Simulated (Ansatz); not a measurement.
# C₂H₈AlFSi: basis-set convergence

An exercise on one series of results from a longer session: the logs are not shown, and one member is left open.

The runs use Ansatz 0.2.0, Gaussian basis; one geometry, several basis sets.

Levels to be run: PBE0-D4/def2-SVP; ωB97M-V/def2-SVP; PBE0-D4/def2-QZVPP; ωB97M-V/def2-QZVPP; the functionals' def2-TZVPP values are taken from earlier runs.

### The relaxed structure

All runs share one geometry, relaxed beforehand with PBE0-D4 in a triple-zeta def2 set.

13 atoms, charge 0, spin multiplicity 1.

Atoms are counted from 1 here; the program's logs count them from 0.

Bond lengths: C1–C2 1.532 Å, C1–H6 1.093 Å, C1–H7 1.093 Å, C1–H8 1.094 Å, C2–Al3 2.028 Å, C2–Si4 1.823 Å, C2–H9 1.095 Å, Al3–H10 1.587 Å, Al3–H11 1.587 Å, Si4–F5 1.699 Å, Si4–H12 1.481 Å, Si4–H13 1.482 Å. Angles: C2–C1–H6 111.6°, C2–C1–H7 111.3°, C2–C1–H8 112.8°, H6–C1–H7 106.6°, H6–C1–H8 107.3°, H7–C1–H8 107.0°, C1–C2–Al3 115.7°, C1–C2–Si4 118.1°, C1–C2–H9 111.8°, Al3–C2–Si4 90.1°, Al3–C2–H9 108.9°, Si4–C2–H9 110.4°, C2–Al3–H10 118.4°, C2–Al3–H11 116.2°, H10–Al3–H11 122.4°, C2–Si4–F5 97.1°, C2–Si4–H12 119.5°, C2–Si4–H13 118.0° and more.

Coordinates:

```xyz
13
C2H8AlFSi
C    -1.6266    0.4608   -0.1499
C    -0.3394   -0.3264   -0.4157
Al    0.5811   -1.0862    1.2235
Si    1.1682    0.6101   -0.8327
F     2.0981    0.1148    0.4997
H    -1.4622    1.2721    0.5643
H    -2.4021   -0.1793    0.2788
H    -2.0452    0.9060   -1.0572
H    -0.4990   -1.1333   -1.1381
H     1.2205   -2.5353    1.1258
H     0.2069   -0.4135    2.6119
H     1.9929    0.1893   -1.9890
H     1.1270    2.0861   -0.7064
```

Set-up of the first run:

File in.yaml:

```yaml
crystal:
  periodic: [false, false, false]
  atoms:
    - {symbol: C, position_ang: [-1.626604, 0.460783, -0.149922]}
    - {symbol: C, position_ang: [-0.339401, -0.326362, -0.415726]}
    - {symbol: Al, position_ang: [0.581076, -1.086161, 1.223503]}
    - {symbol: Si, position_ang: [1.168227, 0.610118, -0.832722]}
    - {symbol: F, position_ang: [2.098076, 0.114761, 0.499712]}
    - {symbol: H, position_ang: [-1.462200, 1.272085, 0.564263]}
    - {symbol: H, position_ang: [-2.402136, -0.179325, 0.278753]}
    - {symbol: H, position_ang: [-2.045228, 0.906035, -1.057194]}
    - {symbol: H, position_ang: [-0.499013, -1.133288, -1.138129]}
    - {symbol: H, position_ang: [1.220517, -2.535343, 1.125764]}
    - {symbol: H, position_ang: [0.206914, -0.413505, 2.611865]}
    - {symbol: H, position_ang: [1.992883, 0.189321, -1.988978]}
    - {symbol: H, position_ang: [1.126988, 2.086081, -0.706387]}
basis:
  gaussian: {orbitals: def2-SVP}
hamiltonian: {xc: pbe0, dispersion: d4}
output: {orbitals: {seedname: orbitals}}
```

Steps of the session up to this table: PBE0-D4 in def2-SVP; ωB97M-V in def2-SVP; PBE0-D4 in def2-QZVPP; ωB97M-V in def2-QZVPP.

One table of the session follows, with a row left open; its other results are not shown here.

It belongs to the step «Density functionals: the series». 

```
functional       basis  HOMO (eV)
   PBE0-D4    def2-SVP      -7.26
   PBE0-D4  def2-TZVPP      -7.26
   PBE0-D4  def2-QZVPP      -7.26
   ωB97M-V    def2-SVP          ?
   ωB97M-V  def2-TZVPP      -9.41
   ωB97M-V  def2-QZVPP      -9.41
```

**Question.** Estimate the row for ωB97M-V, def2-SVP.

As computed: HOMO (eV): -9.39. In the column «HOMO (eV)» it lies between ωB97M-V, def2-QZVPP (-9.41) and PBE0-D4, def2-SVP (-7.26).
